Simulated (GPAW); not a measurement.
InSe2:

```xyz
6
Lattice="3.8949 0.0000 0.0000 0.0000 3.8949 0.0000 0.0000 0.0000 9.6262" Properties=species:S:1:pos:R:3 pbc="T T T"
In    1.9474    0.0000    2.8256
In    0.0000    1.9474    6.8006
Se    1.9474    1.9474    0.0000
Se    0.0000    0.0000    0.0000
Se    1.9474    0.0000    6.1010
Se    0.0000    1.9474    3.5252
```

The cell comes from a database or a generator and needn't be the stable form of this composition.

```yaml
Program: GPAW 26.7.0
Task: relaxation of cell and atoms
Functional: PBEsol
Dispersion: D4
Potentials_or_basis: PAW data sets generated in the run's folder for this functional
Cutoff: 600 eV
Basis: pw
k_mesh: 5 × 5 × 2
Occupations: fermi-dirac, width 0.05 eV
Spin: no spin polarisation
```

At the start: pressure -5.2 GPa; volume 24.34 Å³/atom.

Question: How do energy, volume and symmetry change on relaxing?

Answer: Over 19 steps the energy falls by 40.9 meV/atom and the volume is 21.97 Å³/atom (-9.7 %); space group P4/nmm (No. 129, to 0.05 Å).

Step by step:
```csv
step,energy change (eV),largest force (eV/Å),pressure (GPa),volume (Å³)
1,0.0000,0.0746,-5.18,146.03
2,-0.0265,0.0787,-4.90,145.21
3,-0.1994,0.1681,0.61,133.41
4,-0.2054,0.1242,-0.24,134.77
5,-0.2087,0.1035,-0.38,134.90
6,-0.2272,0.0334,-0.73,134.39
7,-0.2329,0.0966,-0.44,133.32
8,-0.2345,0.1069,-0.13,132.61
9,-0.2355,0.0963,0.08,132.21
10,-0.2373,0.0642,0.33,131.72
11,-0.2397,0.0495,0.47,131.34
12,-0.2419,0.0503,0.35,131.36
13,-0.2428,0.0627,0.13,131.65
14,-0.2431,0.0602,-0.01,131.86
15,-0.2436,0.0603,-0.14,132.06
16,-0.2443,0.0530,-0.26,132.24
17,-0.2451,0.0320,-0.28,132.24
18,-0.2455,0.0093,-0.15,132.03
19,-0.2456,0.0039,-0.03,131.85
```

Final structure:
```
In Se
1.0
     3.81584    0.00000    0.00000
     0.00000    3.81584    0.00000
     0.00000    0.00000    9.05502
In Se
2 4
Direct
  0.50000 0.00000 0.29698
  0.00000 0.50000 0.70302
  0.50000 0.50000 0.00000
  0.00000 0.00000 0.00000
  0.50000 0.00000 0.63002
  0.00000 0.50000 0.36998
```

Caveat: later steps reuse the first step's grids; pairwise dispersion overbinds metals, which lowers pressure and volume.
